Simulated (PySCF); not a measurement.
**[TlH2]+: other functionals and bases at one geometry**

How far do other levels of theory move the description of [TlH2]+, and what does each cost? The structure is generated, not taken from experiment.

Program: PySCF 2.14.0. Level of theory: several levels, as the steps say, no spin–orbit coupling. These are calculated values, not measurements.

3 further runs of the same task are left out: 2 for a known fault of the program, 1 that didn't finish.

## (1) Where the work starts

3 atoms, charge 1, spin multiplicity 1.

Bond lengths: Tl1–H2 1.687 Å, Tl1–H3 1.687 Å. Angles: H2–Tl1–H3 180.0°.

Coordinates:

```xyz
3
charge 1, multiplicity 1
Tl    0.0000    0.0000    0.0000
H     0.0000    0.0000    1.6870
H     0.0000    0.0000   -1.6870
```

Formal oxidation states: Tl +3. An earlier session relaxed this geometry at PBE, Tl def2-SVP with ECP60, H def2-SVP (singlet, point group D∞h).

At PBE on the finer grid: E = -173.422133 Eh, HOMO -14.66 eV, LUMO -8.53 eV, Mulliken charge on Tl1 +0.79 e, largest force component 0.008 eV/Å. 

Levels to run: CAM-B3LYP; BP86; revPBE; M06-L; PBE, TZVP; PBE, x2c-SVP. Hardware: 2 threads of Arm Neoverse V2, shared host.

## (2) CAM-B3LYP

run.py (the lines that set the calculation)

```python
mol = gto.M(atom='''
Tl     0.00000     0.00000     0.00000
H      0.00000     0.00000     1.68703
H      0.00000     0.00000    -1.68703''',
    basis={'Tl': 'def2-SVP', 'H': 'def2-SVP'},
    ecp={'Tl': 'def2-SVP'},
    charge=1, spin=0)
mf = dft.RKS(mol, xc='CAMB3LYP')
mf.grids.atom_grid = (75, 302)
mf = mf.density_fit()  # fitting sets: Tl def2-universal-JKFIT, H def2-universal-JKFIT
mf.conv_tol = 1e-08; mf.max_cycle = 55
mf.kernel(dm0)  # dm0: the density of the relaxed state
```

Started as:

```console
OMP_NUM_THREADS=2 python run.py
```

## (3) BP86

Edit run.py (the lines that set the calculation) of step 2 so:

```diff
@@ -7,3 +7,3 @@
     charge=1, spin=0)
-mf = dft.RKS(mol, xc='CAMB3LYP')
+mf = dft.RKS(mol, xc='B88,P86')
 mf.grids.atom_grid = (75, 302)
```

## (4) revPBE

Edit run.py (the lines that set the calculation) of step 3 so:

```diff
@@ -7,3 +7,3 @@
     charge=1, spin=0)
-mf = dft.RKS(mol, xc='B88,P86')
+mf = dft.RKS(mol, xc='PBE_R,PBE')
 mf.grids.atom_grid = (75, 302)
```

## (5) M06-L

Edit run.py (the lines that set the calculation) of step 4 so:

```diff
@@ -7,3 +7,3 @@
     charge=1, spin=0)
-mf = dft.RKS(mol, xc='PBE_R,PBE')
+mf = dft.RKS(mol, xc='M06L')
 mf.grids.atom_grid = (75, 302)
```

## (6) PBE, TZVP

Basis: Tl def2-TZVP with ECP60, H def2-TZVP. 

run.py (the lines that set the calculation)

```python
mol = gto.M(atom='''
Tl     0.00000     0.00000     0.00000
H      0.00000     0.00000     1.68703
H      0.00000     0.00000    -1.68703''',
    basis={'Tl': 'def2-TZVP', 'H': 'def2-TZVP'},
    ecp={'Tl': 'def2-TZVP'},
    charge=1, spin=0)
mf = dft.RKS(mol, xc='PBE')
mf.grids.atom_grid = (75, 302)
mf = mf.density_fit()  # fitting sets: Tl def2-universal-JKFIT, H def2-universal-JKFIT
mf.conv_tol = 1e-08; mf.max_cycle = 55
mf.kernel(dm0)  # dm0: free metal ions and neutral atoms
```

## (7) PBE, x2c-SVP

Basis: Tl x2c-SVPall, H x2c-SVPall. All electrons are treated, with the spin-free X2C Hamiltonian.

run.py (the lines that set the calculation)

```python
mol = gto.M(atom='''
Tl     0.00000     0.00000     0.00000
H      0.00000     0.00000     1.68703
H      0.00000     0.00000    -1.68703''',
    basis={'Tl': 'x2c-SVPall', 'H': 'x2c-SVPall'},
    nucmod='G',
    charge=1, spin=0)
mf = dft.RKS(mol, xc='PBE')
mf.grids.atom_grid = (99, 590)
mf = mf.density_fit()  # fitting sets: Tl AutoAux, H AutoAux
mf = mf.sfx2c1e()
mf.conv_tol = 1e-08; mf.max_cycle = 55
mf.kernel(dm0)  # dm0: free metal ions and neutral atoms
```

What does the calculation give? Wanted: for each run, HOMO; gap; charge on Tl1; dipole; largest force.

As calculated:

| level | state | HOMO (eV) | gap (eV) | charge on Tl1 (e) | dipole (D) | largest force (eV/Å) | basis functions | time |
| --- | --- | --- | --- | --- | --- | --- | --- | --- |
| PBE (relaxed here) | singlet | -14.66 | 6.14 | 0.79 | 0.00 | 0.01 | 36 | 0.9 s |
| CAM-B3LYP | singlet | -17.10 | 10.21 | 0.80 | 0.00 | 0.30 | 36 | 0.7 s |
| BP86 | singlet | -14.78 | 6.18 | 0.80 | 0.00 | 0.01 | 36 | 0.5 s |
| revPBE | singlet | -14.64 | 6.21 | 0.80 | 0.00 | 0.04 | 36 | 0.5 s |
| M06-L | singlet | -14.73 | 6.90 | 0.92 | 0.00 | 0.06 | 36 | 0.9 s |
| PBE, TZVP | singlet | -14.68 | 6.13 | 0.74 | 0.00 | 0.15 | 62 | 2.2 s |
| PBE, x2c-SVP | singlet | -14.68 | 6.19 | 0.89 | 0.00 | 0.11 | 72 | 9.9 s |

Times are on 2 threads of Arm Neoverse V2, shared host; the first row also made further properties. The dipole of a charged species depends on the origin, so these sizes hold for this origin alone.

In one basis the HOMO–LUMO gap runs from 6.14 eV (PBE) to 10.21 eV (CAM-B3LYP). The largest leftover force, 0.30 eV/Å with CAM-B3LYP, stands at a geometry relaxed at another level. The Mulliken charge on Tl spans +0.74 to +0.92 e over the levels. Total energies of different levels can't be compared. Spin–orbit coupling is left out throughout.
